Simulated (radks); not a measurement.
# Pm³⁺ in [Xe] 4f2 6p2: an all-electron calculation

What are the levels of the promethium ion Pm3+, how large are its shells, and how does its energy divide?

The numbers are computed with radks (a radial shooting solver on a logarithmic mesh, Libxc functionals) version 1 (scalar-relativistic Kohn-Sham, PBE, spin-unpolarised, spherical densities, finite nucleus), except any that are marked as measured or tabulated.

## 1. Starting point

- element: promethium (Z = 61)
- charge: +3
- electrons: 58
- configuration: [Xe] 4f2 6p2
- nuclear rms radius: 4.962 fm

The outer shells:

Pm³⁺
```
[Xe] core
4f [↑ ][↑ ][  ][  ][  ][  ][  ]
6p [↑ ][↑ ][  ]
```

## 2. The calculation

The run's settings:

```text
Z 61
configuration [Xe] 4f2 6p2
relativity scalar-relativistic
functional pbe,pbe
spin unpolarised
nucleus finite rms 4.962 fm
c 137.035999084
```

Command:

```bash
python run_ks.py task.json out
```

All runs below come from this command, one after another.

Q: Predict the outcome of this run.

As calculated:

| quantity | value |
| --- | --- |
| total energy | -10016.7659 hartree |
| exchange-correlation share of it | 2.26 % |
| −T/E | 1.0666 |
| highest occupied level | 6p, -21.411 eV |
| most extended occupied level | 6p, <r> = 3.42 bohr |
| radius at density 0.001 e/bohr³ | 4.77 bohr |
| maxima of the radial density | 4 |

What this shows: The radial density shows 4 maxima for 6 occupied principal shells; where shells overlap, one shows as a shoulder or not at all. −T/E is 1.067: with relativity the kinetic term as defined here no longer equals −E. This is not the tabulated ground configuration, so its levels and sizes aren't those of the ground state, and no measured value stands beside it.
